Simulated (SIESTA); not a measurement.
The system is SiRu2.

```xyz
12
Lattice="5.2736 0.0000 0.0000 0.0000 4.0101 0.0000 0.0000 0.0000 7.3978" Properties=species:S:1:pos:R:3 pbc="T T T"
Ru    3.5148    3.0076    3.2156
Ru    1.7588    1.0025    4.1822
Ru    0.8780    3.0076    0.4833
Ru    4.3956    1.0025    6.9145
Ru    5.2005    1.0025    2.1289
Ru    0.0731    3.0076    5.2688
Ru    2.5637    1.0025    1.5699
Ru    2.7099    3.0076    5.8278
Si    1.0566    3.0076    2.9758
Si    4.2169    1.0025    4.4220
Si    3.6934    3.0076    0.7231
Si    1.5802    1.0025    6.6747
```

The cell is a database's computed one.

```yaml
Program: SIESTA 5.4.2
Task: single point
Functional: PBEsol
Potentials_or_basis: PseudoDojo 0.4 standard (PBEsol files)
Basis: DZP (energy shift 0.003 Ry; two zetas on semicore shells)
Grid_cutoff: 800 Ry
Energy_shift: 0.003 Ry
k_mesh: 5 × 7 × 4
Occupations: fermi-dirac, width 0.05 eV
Spin: no spin polarisation
```

On this cell: pressure -0.2 GPa; largest force 0.173 eV/Å; band gap on the k mesh none (metal or under the smearing width).

The same run follows on a disturbed copy (atoms moved at random, drawn with an rms of 0.05 Å):

```
CELL_PARAMETERS angstrom
5.27355 0.00000 0.00000
0.00000 4.01014 0.00000
0.00000 0.00000 7.39776
ATOMIC_POSITIONS crystal
Ru 0.67213 0.75235 0.43517
Ru 0.34148 0.25353 0.56037
Ru 0.16513 0.75371 0.06977
Ru 0.83072 0.25069 0.93187
Ru 0.98929 0.24806 0.28456
Ru 0.02063 0.74662 0.70626
Ru 0.49123 0.25583 0.21514
Ru 0.51819 0.74202 0.78414
Si 0.20299 0.75035 0.40770
Si 0.79052 0.25091 0.60155
Si 0.69257 0.75431 0.09576
Si 0.29982 0.25066 0.90512
```

Question: What does the disturbed cell give?

Answer: The energy (extrapolated to zero smearing) moves by +11.0 meV/atom; pressure 0.2 GPa; largest force 0.991 eV/Å; band gap on the k mesh none (metal or under the smearing width).

Forces on the atoms (eV/Å):
```
Ru   0.093 -0.004 -0.372
Ru  -0.652 -0.373  0.552
Ru   0.140 -0.187 -0.354
Ru   0.471 -0.008  0.122
Ru  -0.152  0.148  0.421
Ru  -0.196  0.241  0.941
Ru  -0.366 -0.128 -0.277
Ru  -0.257  0.472  0.189
Si  -0.028  0.059 -0.692
Si   0.683 -0.055 -0.207
Si   0.292 -0.060 -0.064
Si  -0.025 -0.105 -0.255
```

Stress tensor (GPa, compression positive):
```
-0.39  0.06  0.27
 0.06  0.56 -0.08
 0.27 -0.08  0.42
```

Caveats: the basis of atomic orbitals isn't converged, which shifts pressures, moduli and gaps.
